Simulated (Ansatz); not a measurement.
The system is CrBr2.

```
Br Cr
1.0
     3.74467   -1.83106    0.00000
     3.74467    1.83106    0.00000
    -0.72685    0.00000    6.46595
Br Cr
2 1
Cartesian
  2.0956 0.0000 4.9579
  4.6669 0.0000 1.5080
  0.0000 0.0000 0.0000
```

The cell is a database's computed one.

| Item | Value |
| --- | --- |
| Program | Ansatz 0.2.0 |
| Task | relaxation of cell and atoms |
| Functional | revPBE |
| Dispersion | D3(BJ) |
| Potentials or basis | Ansatz PAW |
| Cutoff | 420 eV (not typed: the program's choice for these potentials) |
| k mesh | 8 × 8 × 4 |
| Occupations | fermi-dirac, width 0.05 eV |
| Spin | collinear spin, ferromagnetic start |
| Starting moments | [0.0, 0.0, 3.0] μB |

At the start: volume 29.56 Å³/atom.

Problem. How do energy, volume and symmetry change on relaxing?

Solution. It ends after 6 steps and the volume is 25.23 Å³/atom (-14.6 %); space group C2/m (No. 12, to 0.05 Å); moment 4.00 μB per cell.

Step by step:
| step | energy change (eV) | largest force (eV/Å) | volume (Å³) |
| --- | --- | --- | --- |
| 1 | 0.0000 | 0.0358 | 88.67 |
| 2 | -0.0738 | 0.0343 | 79.76 |
| 3 | -0.0898 | 0.0296 | 73.55 |
| 4 | -0.0954 | 0.0339 | 75.72 |
| 5 | -0.0957 | 0.0109 | 75.68 |
| 6 | -0.0939 | 0.0111 | 75.68 |

Final structure:
```yaml
crystal:
  lattice:
    - [3.45243, -1.80975, 0.06213]
    - [3.45243, 1.80975, 0.06213]
    - [-0.56284, 0.00000, 6.04639]
  atoms:
    - { symbol: Br, position: [0.35238, 0.35238, 0.74851] }
    - { symbol: Br, position: [0.64762, 0.64762, 0.25149] }
    - { symbol: Cr, position: [0.00000, 0.00000, 0.00000] }
```

Caveat: the plane-wave basis is chosen anew once the cell has moved, so the energies of steps on either side of that aren't comparable; the PAW data sets come from PBE, with cores solved anew for the run's functional, which leaves a small shift of forces and pressure.
